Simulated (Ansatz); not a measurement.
**Tetramethyltin (C₄H₁₂Sn): how energies converge with the basis set**

Aim: see how fast density functionals converge with the basis set for tetramethyltin (C₄H₁₂Sn).

Program: Ansatz 0.2.0, Gaussian basis. Level of theory: one geometry, several basis sets. These are calculated values, not measurements.

The runs, in order: PBE0-D4/def2-SVP; ωB97M-V/def2-SVP; PBE0-D4/def2-QZVPP; ωB97M-V/def2-QZVPP; the functionals' def2-TZVPP values are taken from earlier runs.

1 further run of the same task is left out (for a known fault of the program).

## (1) Structure used throughout

All runs share one geometry, relaxed beforehand with PBE0-D4 in a triple-zeta def2 set. Sn takes the def2 core potential; no spin-orbit term is included.

SMILES `[CH3][Sn]([CH3])([CH3])[CH3]`, 17 atoms, charge 0, spin multiplicity 1.

Atoms are counted from 1 here; the program's logs count them from 0.

Bond lengths: C1–Sn2 2.147 Å, C1–H6 1.091 Å, C1–H7 1.091 Å, C1–H8 1.091 Å, Sn2–C3 2.147 Å, Sn2–C4 2.147 Å, Sn2–C5 2.147 Å, C3–H9 1.091 Å, C3–H10 1.091 Å, C3–H11 1.091 Å, C4–H12 1.091 Å, C4–H13 1.091 Å, C4–H14 1.091 Å, C5–H15 1.091 Å, C5–H16 1.091 Å, C5–H17 1.091 Å. Angles: Sn2–C1–H6 110.4°, Sn2–C1–H7 110.4°, Sn2–C1–H8 110.4°, H6–C1–H7 108.6°, H6–C1–H8 108.6°, H7–C1–H8 108.6°, C1–Sn2–C3 109.5°, C1–Sn2–C4 109.5°, C1–Sn2–C5 109.5°, C3–Sn2–C4 109.5°, C3–Sn2–C5 109.5°, C4–Sn2–C5 109.5°, Sn2–C3–H9 110.4°, Sn2–C3–H10 110.4°, Sn2–C3–H11 110.4°, H9–C3–H10 108.6°, H9–C3–H11 108.6°, H10–C3–H11 108.6° and more.

As a file:

```xyz
17
charge 0, multiplicity 1
C    -0.4531    0.8467   -1.9186
Sn   -0.0011    0.0000    0.0024
C     2.0831    0.2815    0.4363
C    -0.4510   -2.0997   -0.0172
C    -1.1835    0.9714    1.5089
H    -0.2357    1.9160   -1.9230
H     0.1452    0.3676   -2.6952
H    -1.5085    0.7059   -2.1570
H     2.3284   -0.1416    1.4117
H     2.3285    1.3446    0.4473
H     2.6981   -0.2091   -0.3197
H    -0.2209   -2.5465    0.9513
H     0.1382   -2.6073   -0.7825
H    -1.5090   -2.2595   -0.2307
H    -2.2465    0.8378    1.3021
H    -0.9656    0.5515    2.4921
H    -0.9659    2.0403    1.5318
```

## (2) PBE0-D4 in def2-SVP

File in.yaml:

```yaml
crystal:
  periodic: [false, false, false]
  atoms:
    - {symbol: C, position_ang: [-0.453061, 0.846715, -1.918616]}
    - {symbol: Sn, position_ang: [-0.001111, -0.000038, 0.002351]}
    - {symbol: C, position_ang: [2.083055, 0.281501, 0.436338]}
    - {symbol: C, position_ang: [-0.450954, -2.099710, -0.017171]}
    - {symbol: C, position_ang: [-1.183524, 0.971370, 1.508880]}
    - {symbol: H, position_ang: [-0.235739, 1.915972, -1.923012]}
    - {symbol: H, position_ang: [0.145243, 0.367579, -2.695160]}
    - {symbol: H, position_ang: [-1.508478, 0.705909, -2.157002]}
    - {symbol: H, position_ang: [2.328420, -0.141647, 1.411686]}
    - {symbol: H, position_ang: [2.328544, 1.344596, 0.447345]}
    - {symbol: H, position_ang: [2.698117, -0.209095, -0.319686]}
    - {symbol: H, position_ang: [-0.220854, -2.546491, 0.951332]}
    - {symbol: H, position_ang: [0.138229, -2.607318, -0.782517]}
    - {symbol: H, position_ang: [-1.508996, -2.259456, -0.230690]}
    - {symbol: H, position_ang: [-2.246521, 0.837811, 1.302102]}
    - {symbol: H, position_ang: [-0.965604, 0.551477, 2.492119]}
    - {symbol: H, position_ang: [-0.965866, 2.040323, 1.531802]}
basis:
  gaussian: {orbitals: def2-SVP}
hamiltonian: {xc: pbe0, dispersion: d4}
output: {orbitals: {seedname: orbitals}}
```

Command:

```
$ ansatz run in.yaml --threads 2 --pin off --events-out ev --progress --plain --max-ram 32768MiB --backend cpu
```

After this run come: ωB97M-V in def2-SVP; PBE0-D4 in def2-QZVPP; ωB97M-V in def2-QZVPP.

Q: Predict the results of all the runs planned. Wanted: PBE0-D4: double and triple zeta above quadruple; ωB97M-V: double and triple zeta above quadruple.

The runs gave:

| quantity | value |
| --- | --- |
| PBE0-D4: double and triple zeta above quadruple | 5.55, 0.32 eV |
| ωB97M-V: double and triple zeta above quadruple | 5.92, 0.32 eV |

In words: PBE0-D4 gains 5.23 eV from double to triple zeta, then 0.32 eV more. These are total energies; as a rule much of such shifts cancels in differences, which this series doesn't test. The LUMO of ωB97M-V is positive and keeps falling with the basis (2.77 to 1.31 eV): an unbound level that the basis holds in place.
